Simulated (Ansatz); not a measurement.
A nudged elastic band was laid between two geometries of a periodic cell of 17 atoms, Si (host Si, host structure diamond, interstitial Si).

Method: Ansatz, DFT PBE, scalar-relativistic, plane waves, PAW. Settings: PAW set soft_1, cutoff 420 eV, k mesh 2x2x2, gaussian smearing 0.02 eV, no spin polarisation.

```
movable images  : 3
climbing image  : yes
spring          : 5.0 eV/Å²
optimiser       : quadratic models (default)
start path      : straight line
force threshold : 0.05 eV/Å
iteration limit : 80
end points      : relaxed
```

Image 0:

```xyz
17
Lattice="0.0000 5.4300 5.4300 5.4300 0.0000 5.4300 5.4300 5.4300 0.0000" Properties=species:S:1:pos:R:3
Si -0.001 -0.007 0.004
Si 1.361 1.352 1.325
Si 2.721 2.715 0.005
Si 4.073 4.072 1.357
Si 2.742 -0.030 2.692
Si 4.108 1.354 4.072
Si 5.425 2.717 2.710
Si 6.789 4.033 4.073
Si -0.017 2.730 2.697
Si 1.360 4.102 4.075
Si 2.719 5.423 2.713
Si 4.041 6.782 4.076
Si 2.740 2.734 5.455
Si 4.078 4.063 6.792
Si 5.407 5.401 5.456
Si 6.788 6.784 6.822
Si 6.793 6.777 4.077
```

Image 4:

Only the atoms that move by more than 0.05 Å are listed.
```
Si17 8.151 8.146 2.710
```

(1) Which bonds break or form, and what moves?

(2) Give the energies along the band, and the barrier.

(3) What is the geometry of the highest image?

Results:

(1) Contacts lost: Si15–Si17. Contacts made: Si4–Si17. The atom that moves furthest is Si17, by 2.36 Å; four of its nearest neighbours are Si5 2.39, Si15 2.39, Si13 2.39, Si9 2.39 Å at the first end and Si10 2.39, Si2 2.39, Si6 2.39, Si4 2.39 Å at the last.

(2) The forces met the threshold. The highest image is number 2 of 0 to 4, 0.31 eV above the ends, which have the same energy within 2 meV. By the program's own check the climbing image is of a kind that is not told: the force calls were inconclusive, a negative curvature could not be distinguished from the path's own, the only one lies far off the path, or fixed occupations may fill a level only in part (lowest curvatures found: -0.10 and -0.01 eV/Å²). Limits of this set-up: coarse k mesh, a small cell, in which the defect meets its images.

```
image  path coordinate (Å)  energy (eV)  Si15–Si17 (Å)  Si4–Si17 (Å)
    0                 0.00         0.00           2.39          4.69
    1                 0.73         0.19           2.55          4.04
    2                 1.46         0.31           3.23          3.21
    3                 2.19         0.19           4.05          2.54
    4                 2.91         0.00           4.70          2.39
```

(3) 
```xyz
17
Lattice="0.0000 5.4300 5.4300 5.4300 0.0000 5.4300 5.4300 5.4300 0.0000" Properties=species:S:1:pos:R:3
Si -0.177 -0.181 0.179
Si 1.279 1.274 1.250
Si 2.667 2.663 -0.014
Si 3.892 3.887 1.541
Si 2.796 -0.101 2.634
Si 4.180 1.275 4.154
Si 5.447 2.662 2.766
Si 6.840 4.060 4.022
Si -0.095 2.793 2.635
Si 1.279 4.177 4.154
Si 2.667 5.442 2.765
Si 4.065 6.836 4.021
Si 2.796 2.794 5.529
Si 4.248 4.244 6.614
Si 5.608 5.604 5.254
Si 6.840 6.835 6.797
Si 7.471 7.465 3.392
```

The run took 16 min on 1 thread of Arm Neoverse V1, with other jobs on the host, peak memory 0.73 GiB.
